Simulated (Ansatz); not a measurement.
Ir, space group Pmma: a comparison of functionals at one structure, run with the Ansatz DFT code, driven from Python.

Input file `ir.extxyz`:
```text
2
Lattice="12.23845525 0.0 0.0 0.0 2.23343126 0.0 0.0 0.0 7.1930008" Properties=species:S:1:pos:R:3 pbc="T T T"
Ir    3.05961381    0.00000000    1.17956869
Ir    9.17884144    0.00000000    6.01343211
```

`run_xc.py`
```python
# -*- coding: utf-8 -*-
"""Functional comparison for Ir (totals differ with the potentials too)."""

import ansatz as az

ir = az.Crystal.from_extxyz("ir.extxyz")

calculation = (
    ir.calculation()
    .basis(450)
    .occupations("methfessel_paxton")
    .kpoints(length=32)
    .stress()
)

rows = []
for value in ["lda", "pbesol", "blyp"]:
    data = calculation.functional(value).run().report
    rows.append((value, data["free_energy_ev"] / len(data["lattice"]["sites"]), data["n_iterations"], sum(data["stress_gpa"][i][i] for i in range(3)) / 3, data["n_kpoints"]))

print("  functional   F/atom (eV)    iterations       P (GPa)      k-points")
for row in rows:
    print(f"{str(row[0]):>12s}  {row[1]:12.5f}  {row[2]:12d}  {row[3]:12.3f}  {row[4]:12d}")
```

Rank the functionals by the pressure that they give at this structure. What does the order say about their lattices?

From lowest to highest: LDA (0.6 GPa), PBEsol (1.1 GPa) and BLYP (2.7 GPa). At a fixed cell a lower pressure usually means a smaller equilibrium volume, so LDA prefers the smallest cell and BLYP the largest.

What the script printed:

```console
$ python run_xc.py
  functional   F/atom (eV)    iterations       P (GPa)      k-points
         lda  -11658.66198            11         0.587            48
      pbesol  -11794.53355            11         1.056            48
        blyp  -11957.63644            11         2.680            48
```

Notes:
- The cell holds layers, chains or clusters in vacuum, no bulk phase; its stress is averaged over the vacuum too and scales with the cell's height.
- BLYP can be off by several per cent in the lattices of metals, and by several GPa in the pressure at a fixed cell.
- Pressure is positive in compression.
- Points of the mesh across the vacuum add cost only.
- Spin-orbit coupling, which matters for elements this heavy, is left out.
- This isn't the structure that Ir takes at ambient conditions.
- Total energies of different functionals can't be compared; pressures, moments and gaps at this one structure can.
- Timing: 25 s on 1 thread of Intel(R) Xeon(R) Processor @ 2.30GHz, with other jobs on the host, peak memory 0.66 GiB.
